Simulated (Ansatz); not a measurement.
# Cd5Te3Se2: the cost of one run

Method: DFT PBE, scalar-relativistic, plane waves, PAW, in Ansatz 0.2.0.

1 further run of the same task is left out (it didn't finish). Runs told in other sessions of the task aren't counted.

## 1. The system as given

Symmetry: I-4m2, No. 119, tetragonal system. Conventional cell: a = 4.295 Å, b = 4.295 Å, c = 30.373 Å, α = 90.00°, β = 90.00°, γ = 90.00°. Around Cd (site symmetry 2mm) lie 2 Se at 2.63 Å and 2 Te at 2.63 Å. Cd (site symmetry -4m2) has 4 Se at 2.63 Å in its first shell of neighbours. Cd (site symmetry 2mm) is surrounded by 4 Te at 2.63 Å. Around Te (site symmetry 2mm) lie 4 Cd at 2.63 Å. Te (site symmetry -4m2) is surrounded by 4 Cd at 2.63 Å. Se (site symmetry 2mm) has 4 Cd at 2.63 Å in its first shell of neighbours.

As a file:

```xyz
10
Lattice="-2.1477 2.1477 15.1867 2.1477 -2.1477 15.1867 2.1477 2.1477 -15.1867" Properties=species:S:1:pos:R:3 pbc="T T T"
Cd    0.0000    0.0000   27.3361
Cd    0.0000    0.0000   15.1867
Cd    0.0000    0.0000    3.0373
Cd    0.0000    0.0000   21.2614
Cd    0.0000    0.0000    9.1120
Te    0.0000    2.1477    4.5560
Te    2.1477    0.0000    7.5934
Te    0.0000    2.1477   10.6307
Se    2.1477    0.0000   13.6680
Se    2.1477    0.0000    1.5187
```

The start is an ordering of an alloy on its end members' structure types: elements ordered on the sites of the CdSe type, Se/Te on Se (I-4m2, No. 119).

## 2. Probe: one point on a coarse mesh

File input.yaml:

```yaml
crystal:
  lattice:
    - [-2.14772512, 2.14772512, 15.18670997]
    - [2.14772512, -2.14772512, 15.18670997]
    - [2.14772512, 2.14772512, -15.18670997]
  atoms:
    - { symbol: Cd, position: [0.9, 0.9, 0.0] }
    - { symbol: Cd, position: [0.5, 0.5, 0.0] }
    - { symbol: Cd, position: [0.1, 0.1, 0.0] }
    - { symbol: Cd, position: [0.7, 0.7, 0.0] }
    - { symbol: Cd, position: [0.3, 0.3, 0.0] }
    - { symbol: Te, position: [0.65, 0.15, 0.5] }
    - { symbol: Te, position: [0.25, 0.75, 0.5] }
    - { symbol: Te, position: [0.85, 0.35, 0.5] }
    - { symbol: Se, position: [0.45, 0.95, 0.5] }
    - { symbol: Se, position: [0.05, 0.55, 0.5] }
basis:
  ecutwfc: 420
kpoints:
  mp_grid: { grid: [6, 6, 6] }
hamiltonian:
  xc: pbe
scf:
  occupations: { method: gaussian, width: 0.1 }
  lower_state_search: "off"
output:
  forces: true
  stress: true
  eigenvalues: true
```

Run with:

```console
> ansatz run input.yaml --threads 4 --pin off --max-ram 8192MiB --backend cpu --events-out ev --progress --plain --runs-dir out
```

Q: Estimate wall time and peak memory on 4 threads of Intel Xeon Platinum 8488C (Sapphire Rapids), shared host.

About 13 s, with a peak of 1.3 GiB.
